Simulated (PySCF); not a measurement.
# C4H9Cl2Ga (GaCl2(tBu)): the cost of one run

Programs: PySCF 2.14.0, with density-fitted response routines of our own. Each step states its level of theory. These are calculated values for one molecule in the gas phase, unless marked as measured. Atoms count from 0, in the outputs and in this text.

### 1 The molecule as given

16 atoms, charge 0, multiplicity 1; geometry from: GFN2-xTB. The atoms were then displaced at random by about 0.03 Å, so the start is not that level's minimum.

Bonds of the start (Å): Ga0–Cl1 2.04, Ga0–Cl2 2.24, Ga0–C3 2.03, C3–C4 1.57, C3–C5 1.44, C3–C6 1.56, C4–H7 1.03, C4–H8 1.17, C4–H9 1.11, C5–H10 1.11, C5–H11 1.08, C5–H12 1.11, C6–H13 1.04, C6–H14 1.10, C6–H15 1.07.

### 2 Optimising the geometry at PBE0-D3(BJ)/def2-SVP

Job settings and geometry (Å):

```
{"job": {"xc": "PBE0", "basis": "def2-SVP", "d3": "d3bj", "grid": 1, "maxiter": 40, "shake": 0.03, "kind": "geom"}, "charge": 0, "multiplicity": 1}
Ga     1.075580     1.649230     0.013520
Cl     3.110940     1.842350     0.057880
Cl    -0.043390     3.590490    -0.052490
C      0.044430    -0.102900    -0.014730
C     -0.852190    -0.221710     1.266920
C      0.952400    -1.220760    -0.120210
C     -0.978880    -0.105440    -1.194230
H     -1.402470    -1.093550     1.292370
H     -0.176390    -0.209520     2.215840
H     -1.520160     0.648110     1.433070
H      1.640600    -1.210050     0.747700
H      1.550160    -1.150500    -1.021020
H      0.376130    -2.172570    -0.129360
H     -0.503050    -0.053190    -2.113450
H     -1.683760     0.734710    -1.146520
H     -1.624290    -0.958630    -1.168870
```

On the command line:

```
$ OMP_NUM_THREADS=1 python probes_run.py task.json out
```

The driver reads the jobs from task.json and runs them one after another.

**Question.** How long does this first job take on 1 thread of AMD EPYC, shared host, and how much memory does it need?

About 7.8 min, with a peak of 0.7 GiB.
